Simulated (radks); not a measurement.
**Cr⁺ in [Ar] 3d5: an all-electron calculation**

An exercise on one series of results from a longer session: the logs are not shown, and one member is left open.

Program: radks (a radial shooting solver on a logarithmic mesh, Libxc functionals) version 1. Level of theory: non-relativistic Kohn-Sham, r2SCAN, spin-polarised, spherical densities, point nucleus; open shells are filled with parallel spins first. These are calculated values, not measurements, unless marked.

## What is computed

| Quantity | Value |
| --- | --- |
| element | chromium (Z = 24) |
| charge | +1 |
| electrons | 23 |
| configuration | [Ar] 3d5 |

The outer shells:

Cr⁺
```
[Ar] core
3d [↑ ][↑ ][↑ ][↑ ][↑ ]
```

The first run:

Settings of this run:

```text
Z 24
configuration [Ar] 3d5 4s0 4p0 4d0 4f0
relativity non-relativistic
functional r2scan,r2scan
spin polarised
nucleus point
```

On the command line:

```console
$ python run_ks.py task.json out
```

All runs below come from this command, one after another.

One table of the session follows, with a row left open; its other results are not shown here.

It belongs to the step «Radial structure». Sizes of the orbitals, from the radial functions (bohr):

```
  level      <r>  outermost maximum (interpolated)  90 % within  nodes
1s down  0.06420                            0.0423        0.114      0
  1s up  0.06420                            0.0423        0.114      0
  2s up        ?                                 ?            ?      ?
2s down   0.2949                             0.246        0.457      1
  2p up   0.2611                             0.199        0.428      0
2p down   0.2603                             0.199        0.426      0
  3s up   0.9121                             0.784         1.37      2
3s down   0.9155                             0.785         1.37      2
  3p up   0.9724                             0.803         1.50      1
3p down   0.9766                             0.805         1.51      1
  3d up    1.357                             0.841         2.40      0
  4s up    3.025                              2.56         4.52      3
  4p up    3.879                              3.23         5.87      2
```

**Question.** Estimate the row for 2s up.

The run gave: <r>: 0.2956; outermost maximum (interpolated): 0.246; 90 % within: 0.458; nodes: 1. In the column «<r>» it lies between 2s down (0.2949) and 3s up (0.9121).

Limits of these values: Open shells are spherical and high-spin; term and fine-structure splittings are not resolved.
